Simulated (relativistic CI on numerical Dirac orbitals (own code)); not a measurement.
# Co⁵⁺: L2,3 absorption with charge transfer

Aim: the L2,3 absorption spectrum of Co⁵⁺ in a cubic metal-ligand cluster, for 3 values of Delta.

Method: charge-transfer multiplet model of a cubic metal-ligand cluster with up to 1 ligand holes, Slater and spin-orbit integrals from Dirac-Coulomb-Breit ions, Slater integrals scaled by 0.8. Code: relativistic CI on numerical Dirac orbitals (own code) version 3.

### 1 Starting point

| Quantity | Value |
| --- | --- |
| ion | Co⁵⁺ (Co VI) |
| nuclear charge | 27 |
| electrons | 22 |
| d electrons | 4 |
| ligand holes at most | 1 |
| parameters | in eV; Veg, Vt2g hoppings, tenDq and tenDqL metal and ligand splittings (negative tenDq: tetrahedral), red the scaling of hopping with a core hole |
| temperature | 20 K |
| widths | Lorentz 0.4 eV, Gauss 0.3 eV |

### 2 Delta = -1 eV

Settings, as recorded:

```ini
cluster ion=Co5+ d4 ligand_holes=1 slater_scale=0.8
Delta=-1 Udd=7.1 Upd=8.8 tenDq=0.95 tenDqL=0.7 Veg=3.8 Vt2g=-1.94 red=1
spectrum xas L2,3 T=20 lorentz=0.4 gauss=0.3
```

Command:

```console
> python run_levels.py task.json out
```

task.json lists these runs, among others, and the program works through them in turn.

### 3 Delta = -4 eV

Settings, as recorded:

```ini
cluster ion=Co5+ d4 ligand_holes=1 slater_scale=0.8
Delta=-4 Udd=7.1 Upd=8.8 tenDq=0.95 tenDqL=0.7 Veg=3.8 Vt2g=-1.94 red=1
spectrum xas L2,3 T=20 lorentz=0.4 gauss=0.3
```

### 4 Delta = 2 eV

Settings, as recorded:

```ini
cluster ion=Co5+ d4 ligand_holes=1 slater_scale=0.8
Delta=2 Udd=7.1 Upd=8.8 tenDq=0.95 tenDqL=0.7 Veg=3.8 Vt2g=-1.94 red=1
spectrum xas L2,3 T=20 lorentz=0.4 gauss=0.3
```

(Steps that only read results are left out.)

Q: Predict the outcome of this session. Wanted: d count; ground spin.

As calculated:

| run | d count | weight without ligand hole | ground S | up to four highest peaks (% of the highest), eV from the first main peak |
| --- | --- | --- | --- | --- |
| Delta = -1 eV | 4.58 | 0.42 | 2.00 | 0.0 (100), 1.3 (35), 16.2 (24), 16.7 (25) |
| Delta = -4 eV | 4.70 | 0.30 | 2.00 | 0.0 (100), 1.2 (37), 16.2 (23), 16.8 (25) |
| Delta = 2 eV | 4.46 | 0.54 | 2.00 | -1.6 (22), 0.0 (100), 1.1 (34), 16.6 (25) |

```
                           quantity         value
                            d count  4.46 to 4.70
ground spin (effective S from ⟨S²⟩)          2.00
```

In words: From Delta = -4 eV to Delta = 2 eV the ground-state d count goes from 4.70 to 4.46. In the first run the ligand-hole configurations outweigh d4 itself: the bond is strongly covalent. The space is cut at the given number of ligand holes while the last configuration still holds over a tenth of the ground state. The cluster parameters are drawn, not fitted to a compound.
